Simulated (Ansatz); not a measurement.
# Cu62W: the cost of one run

Method: DFT PBE, scalar-relativistic, plane waves, PAW, in Ansatz 0.2.0.

### Step 1. The starting structure

The structure is orthorhombic, space group Immm (No. 71). Conventional cell: a = 10.266 Å, b = 10.266 Å, c = 14.519 Å, α = 90.00°, β = 90.00°, γ = 90.00°. Around W (site symmetry mmm) lie 4 Cu at 2.22 Å. Cu (site symmetry 2mm) has 11 Cu at 2.57 Å as nearest neighbours. Cu (site symmetry m) has 1 W at 2.22 Å as nearest neighbours. Around Cu (site symmetry 1) lie 11 Cu at 2.57 Å. Around Cu (site symmetry m) lie 12 Cu at 2.57 Å. Around Cu (site symmetry 1) lie 12 Cu at 2.57 Å. Only part of the 15 independent sites is listed.

Structure file:

```xyz
63
Lattice="0.0000 7.2594 7.2594 7.2594 0.0000 7.2594 7.2594 7.2594 0.0000" Properties=species:S:1:pos:R:3 pbc="T T T"
W     0.9074    0.9074    0.0000
Cu    3.6297    3.6297    0.0000
Cu    5.4446    5.4446    0.0000
Cu    1.8149    0.0000    1.8149
Cu    3.6297    1.8149    1.8149
Cu    5.4446    3.6297    1.8149
Cu    7.2594    5.4446    1.8149
Cu    3.6297    0.0000    3.6297
Cu    5.4446    1.8149    3.6297
Cu    7.2594    3.6297    3.6297
Cu    9.0743    5.4446    3.6297
Cu    5.4446    0.0000    5.4446
Cu    7.2594    1.8149    5.4446
Cu    9.0743    3.6297    5.4446
Cu   10.8891    5.4446    5.4446
Cu    0.0000    1.8149    1.8149
Cu    1.8149    3.6297    1.8149
Cu    3.6297    5.4446    1.8149
Cu    5.4446    7.2594    1.8149
Cu    1.8149    1.8149    3.6297
Cu    3.6297    3.6297    3.6297
Cu    5.4446    5.4446    3.6297
Cu    7.2594    7.2594    3.6297
Cu    3.6297    1.8149    5.4446
Cu    5.4446    3.6297    5.4446
Cu    7.2594    5.4446    5.4446
Cu    9.0743    7.2594    5.4446
Cu    5.4446    1.8149    7.2594
Cu    7.2594    3.6297    7.2594
Cu    9.0743    5.4446    7.2594
Cu   10.8891    7.2594    7.2594
Cu    0.0000    3.6297    3.6297
Cu    1.8149    5.4446    3.6297
Cu    3.6297    7.2594    3.6297
Cu    5.4446    9.0743    3.6297
Cu    1.8149    3.6297    5.4446
Cu    3.6297    5.4446    5.4446
Cu    5.4446    7.2594    5.4446
Cu    7.2594    9.0743    5.4446
Cu    3.6297    3.6297    7.2594
Cu    5.4446    5.4446    7.2594
Cu    7.2594    7.2594    7.2594
Cu    9.0743    9.0743    7.2594
Cu    5.4446    3.6297    9.0743
Cu    7.2594    5.4446    9.0743
Cu    9.0743    7.2594    9.0743
Cu   10.8891    9.0743    9.0743
Cu    0.0000    5.4446    5.4446
Cu    1.8149    7.2594    5.4446
Cu    3.6297    9.0743    5.4446
Cu    5.4446   10.8891    5.4446
Cu    1.8149    5.4446    7.2594
Cu    3.6297    7.2594    7.2594
Cu    5.4446    9.0743    7.2594
Cu    7.2594   10.8891    7.2594
Cu    3.6297    5.4446    9.0743
Cu    5.4446    7.2594    9.0743
Cu    7.2594    9.0743    9.0743
Cu    9.0743   10.8891    9.0743
Cu    5.4446    5.4446   10.8891
Cu    7.2594    7.2594   10.8891
Cu    9.0743    9.0743   10.8891
Cu   10.8891   10.8891   10.8891
```

### Step 2. Relaxing the atoms: Cu62W defect cell, no spin

It takes the final geometry of an earlier run: atom 2 becomes W; 1 atom is removed; 1 atom is set at new places.

Input file input.yaml:

```yaml
crystal:
  lattice:
    - [0.0, 7.2594297897, 7.2594297897]
    - [7.2594297897, 0.0, 7.2594297897]
    - [7.2594297897, 7.2594297897, 0.0]
  atoms:
    - { symbol: W, position: [0.0, 0.0, 0.125] }
    - { symbol: Cu, position: [0.0, 0.0, 0.5] }
    - { symbol: Cu, position: [0.0, 0.0, 0.75] }
    - { symbol: Cu, position: [0.0, 0.25, 0.0] }
    - { symbol: Cu, position: [0.0, 0.25, 0.25] }
    - { symbol: Cu, position: [0.0, 0.25, 0.5] }
    - { symbol: Cu, position: [0.0, 0.25, 0.75] }
    - { symbol: Cu, position: [0.0, 0.5, 0.0] }
    - { symbol: Cu, position: [0.0, 0.5, 0.25] }
    - { symbol: Cu, position: [0.0, 0.5, 0.5] }
    - { symbol: Cu, position: [0.0, 0.5, 0.75] }
    - { symbol: Cu, position: [0.0, 0.75, 0.0] }
    - { symbol: Cu, position: [0.0, 0.75, 0.25] }
    - { symbol: Cu, position: [0.0, 0.75, 0.5] }
    - { symbol: Cu, position: [0.0, 0.75, 0.75] }
    - { symbol: Cu, position: [0.25, 0.0, 0.0] }
    - { symbol: Cu, position: [0.25, 0.0, 0.25] }
    - { symbol: Cu, position: [0.25, 0.0, 0.5] }
    - { symbol: Cu, position: [0.25, 0.0, 0.75] }
    - { symbol: Cu, position: [0.25, 0.25, 0.0] }
    - { symbol: Cu, position: [0.25, 0.25, 0.25] }
    - { symbol: Cu, position: [0.25, 0.25, 0.5] }
    - { symbol: Cu, position: [0.25, 0.25, 0.75] }
    - { symbol: Cu, position: [0.25, 0.5, 0.0] }
    - { symbol: Cu, position: [0.25, 0.5, 0.25] }
    - { symbol: Cu, position: [0.25, 0.5, 0.5] }
    - { symbol: Cu, position: [0.25, 0.5, 0.75] }
    - { symbol: Cu, position: [0.25, 0.75, 0.0] }
    - { symbol: Cu, position: [0.25, 0.75, 0.25] }
    - { symbol: Cu, position: [0.25, 0.75, 0.5] }
    - { symbol: Cu, position: [0.25, 0.75, 0.75] }
    - { symbol: Cu, position: [0.5, 0.0, 0.0] }
    - { symbol: Cu, position: [0.5, 0.0, 0.25] }
    - { symbol: Cu, position: [0.5, 0.0, 0.5] }
    - { symbol: Cu, position: [0.5, 0.0, 0.75] }
    - { symbol: Cu, position: [0.5, 0.25, 0.0] }
    - { symbol: Cu, position: [0.5, 0.25, 0.25] }
    - { symbol: Cu, position: [0.5, 0.25, 0.5] }
    - { symbol: Cu, position: [0.5, 0.25, 0.75] }
    - { symbol: Cu, position: [0.5, 0.5, 0.0] }
    - { symbol: Cu, position: [0.5, 0.5, 0.25] }
    - { symbol: Cu, position: [0.5, 0.5, 0.5] }
    - { symbol: Cu, position: [0.5, 0.5, 0.75] }
    - { symbol: Cu, position: [0.5, 0.75, 0.0] }
    - { symbol: Cu, position: [0.5, 0.75, 0.25] }
    - { symbol: Cu, position: [0.5, 0.75, 0.5] }
    - { symbol: Cu, position: [0.5, 0.75, 0.75] }
    - { symbol: Cu, position: [0.75, 0.0, 0.0] }
    - { symbol: Cu, position: [0.75, 0.0, 0.25] }
    - { symbol: Cu, position: [0.75, 0.0, 0.5] }
    - { symbol: Cu, position: [0.75, 0.0, 0.75] }
    - { symbol: Cu, position: [0.75, 0.25, 0.0] }
    - { symbol: Cu, position: [0.75, 0.25, 0.25] }
    - { symbol: Cu, position: [0.75, 0.25, 0.5] }
    - { symbol: Cu, position: [0.75, 0.25, 0.75] }
    - { symbol: Cu, position: [0.75, 0.5, 0.0] }
    - { symbol: Cu, position: [0.75, 0.5, 0.25] }
    - { symbol: Cu, position: [0.75, 0.5, 0.5] }
    - { symbol: Cu, position: [0.75, 0.5, 0.75] }
    - { symbol: Cu, position: [0.75, 0.75, 0.0] }
    - { symbol: Cu, position: [0.75, 0.75, 0.25] }
    - { symbol: Cu, position: [0.75, 0.75, 0.5] }
    - { symbol: Cu, position: [0.75, 0.75, 0.75] }
scf:
  occupations: { method: methfessel_paxton, width: 0.1 }
output:
  forces: true
  stress: false
  eigenvalues: true
hamiltonian:
  xc: pbe
kpoints:
  mp_grid: { grid: [3, 3, 3] }
relax:
  f_tol: 0.02
  adjacent_minimum: "off"
  escape_saddle: false
```

Run with:

```bash
ansatz run input.yaml --threads 8 --pin off --max-ram 24576MiB --backend cpu --events-out ev --progress --plain --runs-dir out
```

What time and memory should one allow on 8 threads of Intel Xeon Platinum 8375C at 2.90GHz (Ice Lake), shared host?

About 5.3 min, with a peak of 15 GiB.
